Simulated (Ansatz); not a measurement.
# C₉H₁₉NOSiZr: up Jacob's ladder to CCSD(T)

An exercise on one series of results from a longer session: the logs are not shown, and one member is left open.

The runs use Ansatz 0.2.0, Gaussian basis; functionals in def2-TZVPP, the program's frozen cores in correlated methods.

The runs, in order: LDA (SPW92), PBE-D4, revPBE-D4, BLYP-D4, r2SCAN-D4, B97M-V, PBE0-D4, B3LYP-D4, r2SCANh-D4, r2SCAN0-D4, HSE06-D4, BHLYP-D4, CAM-B3LYP-D4, LC-ωPBE, ωB97X-V, ωB97M-V, B2PLYP, PBE-QIDH; CCSD(T)/def2-SVP; CCSD(T)/def2-TZVPP; MP2/def2-QZVPP; extrapolation to the limit; RPA on PBE.

## Structure used throughout

The geometry comes from an earlier relaxation with PBE0-D4 in a triple-zeta def2 set; it is a stationary point, not always the lowest conformer. Zr takes the def2 core potential; no spin-orbit term is included.

SMILES `C[O][Zr]1234([CH3])([N](C)C)[C@@H]5[C@H]1[C@H]2[C@@]3([SiH3])[C@@H]54`, 32 atoms, charge 0, spin multiplicity 1.

Atoms are counted from 1 here; the program's logs count them from 0.

Bond lengths: C1–O2 1.387 Å, C1–H14 1.095 Å, C1–H15 1.096 Å, C1–H16 1.097 Å, O2–Zr3 1.921 Å, Zr3–C4 2.257 Å, Zr3–N5 2.044 Å, Zr3–C8 2.599 Å, Zr3–C9 2.583 Å, Zr3–C10 2.530 Å, Zr3–C11 2.503 Å, Zr3–C13 2.539 Å, C4–H17 1.095 Å, C4–H18 1.098 Å, C4–H19 1.096 Å, N5–C6 1.441 Å, N5–C7 1.441 Å, C6–H20 1.100 Å and more. Angles: O2–C1–H14 110.5°, O2–C1–H15 110.6°, O2–C1–H16 111.3°, H14–C1–H15 108.1°, H14–C1–H16 108.2°, H15–C1–H16 108.1°, C1–O2–Zr3 158.8°, O2–Zr3–C4 105.3°, O2–Zr3–N5 105.5°, O2–Zr3–C8 95.2°, O2–Zr3–C9 125.6°, O2–Zr3–C10 141.7°, O2–Zr3–C11 113.8°, O2–Zr3–C13 88.4°, C4–Zr3–N5 102.5°, C4–Zr3–C8 95.9°, C4–Zr3–C9 79.9°, C4–Zr3–C10 99.0° and more.

Set-up of the first run:

Input file in.yaml:

```yaml
crystal:
  periodic: [false, false, false]
  atoms:
    - {symbol: C, position_ang: [-1.439637, -0.973626, 3.055850]}
    - {symbol: O, position_ang: [-1.303273, -0.532208, 1.747940]}
    - {symbol: Zr, position_ang: [-0.588915, -0.394388, -0.030456]}
    - {symbol: C, position_ang: [-2.218813, -1.165509, -1.387442]}
    - {symbol: N, position_ang: [-0.565547, 1.604998, -0.456712]}
    - {symbol: C, position_ang: [-0.705101, 2.682632, 0.489787]}
    - {symbol: C, position_ang: [-0.333346, 2.084384, -1.795832]}
    - {symbol: C, position_ang: [0.745121, -2.622046, 0.080492]}
    - {symbol: C, position_ang: [0.703579, -2.249353, -1.279616]}
    - {symbol: C, position_ang: [1.422228, -1.047341, -1.419412]}
    - {symbol: C, position_ang: [1.899441, -0.643508, -0.143275]}
    - {symbol: Si, position_ang: [2.867760, 0.890229, 0.239102]}
    - {symbol: C, position_ang: [1.470227, -1.640994, 0.776712]}
    - {symbol: H, position_ang: [-2.422078, -1.434552, 3.204641]}
    - {symbol: H, position_ang: [-1.346180, -0.136000, 3.756402]}
    - {symbol: H, position_ang: [-0.672053, -1.716217, 3.307346]}
    - {symbol: H, position_ang: [-2.445935, -2.228588, -1.255297]}
    - {symbol: H, position_ang: [-3.130136, -0.599694, -1.155119]}
    - {symbol: H, position_ang: [-2.000667, -1.008579, -2.450387]}
    - {symbol: H, position_ang: [-1.543827, 3.342532, 0.223496]}
    - {symbol: H, position_ang: [0.199779, 3.307866, 0.534289]}
    - {symbol: H, position_ang: [-0.893326, 2.293558, 1.492990]}
    - {symbol: H, position_ang: [-0.234839, 1.253151, -2.501412]}
    - {symbol: H, position_ang: [0.580686, 2.693171, -1.866719]}
    - {symbol: H, position_ang: [-1.171353, 2.702973, -2.148487]}
    - {symbol: H, position_ang: [0.268732, -3.489485, 0.515428]}
    - {symbol: H, position_ang: [0.208669, -2.790613, -2.071665]}
    - {symbol: H, position_ang: [1.570417, -0.503838, -2.342685]}
    - {symbol: H, position_ang: [4.309543, 0.579076, 0.441949]}
    - {symbol: H, position_ang: [2.363686, 1.525807, 1.486193]}
    - {symbol: H, position_ang: [2.750125, 1.847338, -0.890441]}
    - {symbol: H, position_ang: [1.655051, -1.631177, 1.842348]}
basis:
  gaussian: {orbitals: def2-TZVPP}
hamiltonian: {xc: lda}
output: {orbitals: {seedname: orbitals}}
```

Run with:

```
ansatz run in.yaml --threads 10 --pin off --events-out ev --progress --plain --max-ram 110592MiB --backend cuda --devices 0, --max-vram 75GiB
```

Steps of the session up to this table: LDA; PBE-D4 (GGA); revPBE-D4 (GGA); BLYP-D4 (GGA); r2SCAN-D4 (meta-GGA); B97M-V (meta-GGA); B3LYP-D4 (hybrid); r2SCANh-D4 (hybrid); r2SCAN0-D4 (hybrid); HSE06-D4 (hybrid); BHLYP-D4 (hybrid); CAM-B3LYP-D4 (range-separated); LC-ωPBE (range-separated); ωB97X-V (range-separated); ωB97M-V (range-separated); B2PLYP (double hybrid); PBE-QIDH (double hybrid).

One of the session's tables, all rows but one given; the rest of the session is left out.

It belongs to the step «Frontier levels by functional». 

```
  functional  HOMO (eV)  gap (eV)
 LDA (SPW92)      -5.11      3.47
      PBE-D4      -4.96      3.56
   revPBE-D4      -4.90      3.59
     BLYP-D4      -4.84      3.58
   r2SCAN-D4      -5.14      3.90
      B97M-V      -5.27      3.96
     PBE0-D4      -6.10      5.55
    B3LYP-D4      -5.92      5.18
  r2SCANh-D4      -5.58      4.65
  r2SCAN0-D4      -6.25      5.78
    HSE06-D4      -5.71      4.78
    BHLYP-D4      -7.18      7.63
CAM-B3LYP-D4          ?         ?
     LC-ωPBE      -8.68     10.27
     ωB97X-V      -8.37      9.89
     ωB97M-V      -8.31      9.53
```

**Question.** Estimate the row for CAM-B3LYP-D4.

The run gave: HOMO (eV): -7.41; gap (eV): 7.94. In the column «HOMO (eV)» it lies between ωB97M-V (-8.31) and BHLYP-D4 (-7.18).
